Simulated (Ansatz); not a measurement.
**C₃H₆BN: how energies converge with the basis set**

One table from this session's results is given with a row withheld; the runs are named, their logs left out.

Program: Ansatz 0.2.0, Gaussian basis. Level of theory: one geometry, several basis sets. These are calculated values, not measurements.

Plan: PBE0-D4/def2-SVP; ωB97M-V/def2-SVP; PBE0-D4/def2-QZVPP; ωB97M-V/def2-QZVPP; the functionals' def2-TZVPP values are taken from earlier runs.

## The geometry

The geometry comes from an earlier relaxation with PBE0-D4 in a triple-zeta def2 set; it is a stationary point, not always the lowest conformer.

11 atoms, charge 0, spin multiplicity 1.

Atoms are counted from 1 here; the program's logs count them from 0.

Bond lengths: B1–C2 1.542 Å, B1–H6 1.198 Å, B1–H7 1.197 Å, C2–C3 1.525 Å, C2–N5 1.478 Å, C2–H8 1.086 Å, C3–C4 1.372 Å, C3–H9 1.077 Å, C4–N5 1.365 Å, C4–H10 1.084 Å, N5–H11 1.014 Å. Angles: C2–B1–H6 119.3°, C2–B1–H7 119.3°, H6–B1–H7 121.1°, B1–C2–C3 78.4°, B1–C2–N5 112.2°, B1–C2–H8 127.6°, C3–C2–N5 85.8°, C3–C2–H8 120.7°, N5–C2–H8 117.2°, C2–C3–C4 87.5°, C2–C3–H9 134.9°, C4–C3–H9 135.3°, C3–C4–N5 96.7°, C3–C4–H10 136.6°, N5–C4–H10 126.6°, C2–N5–C4 89.6°, C2–N5–H11 121.4°, C4–N5–H11 122.0°.

Set-up of the first run:

in.yaml reads:

```yaml
crystal:
  periodic: [false, false, false]
  atoms:
    - {symbol: B, position_ang: [-1.142615, 0.712072, -0.169169]}
    - {symbol: C, position_ang: [-0.556055, -0.629892, 0.313472]}
    - {symbol: C, position_ang: [0.496894, 0.358536, 0.803617]}
    - {symbol: C, position_ang: [1.332447, -0.147677, -0.159133]}
    - {symbol: N, position_ang: [0.496519, -1.136327, -0.592536]}
    - {symbol: H, position_ang: [-1.921334, 1.296493, 0.529509]}
    - {symbol: H, position_ang: [-0.894420, 1.096940, -1.275304]}
    - {symbol: H, position_ang: [-1.008272, -1.342837, 0.995802]}
    - {symbol: H, position_ang: [0.625208, 0.952960, 1.692071]}
    - {symbol: H, position_ang: [2.322787, 0.075538, -0.540159]}
    - {symbol: H, position_ang: [0.314240, -1.292706, -1.577671]}
basis:
  gaussian: {orbitals: def2-SVP}
hamiltonian: {xc: pbe0, dispersion: d4}
output: {orbitals: {seedname: orbitals}}
```

Command:

```bash
> ansatz run in.yaml --threads 2 --pin off --events-out ev --progress --plain --max-ram 4352MiB
```

Steps of the session up to this table: PBE0-D4 in def2-SVP; ωB97M-V in def2-SVP; PBE0-D4 in def2-QZVPP; ωB97M-V in def2-QZVPP.

One of the session's tables, all rows but one given; the rest of the session is left out.

It belongs to the step «Density functionals: the series». 

```
functional       basis  HOMO (eV)
   PBE0-D4    def2-SVP      -6.98
   PBE0-D4  def2-TZVPP          ?
   PBE0-D4  def2-QZVPP      -7.05
   ωB97M-V    def2-SVP      -9.11
   ωB97M-V  def2-TZVPP      -9.18
   ωB97M-V  def2-QZVPP      -9.20
```

**Question.** Estimate the row for PBE0-D4, def2-TZVPP.

As computed: HOMO (eV): -7.04. In the column «HOMO (eV)» it lies between PBE0-D4, def2-QZVPP (-7.05) and PBE0-D4, def2-SVP (-6.98).
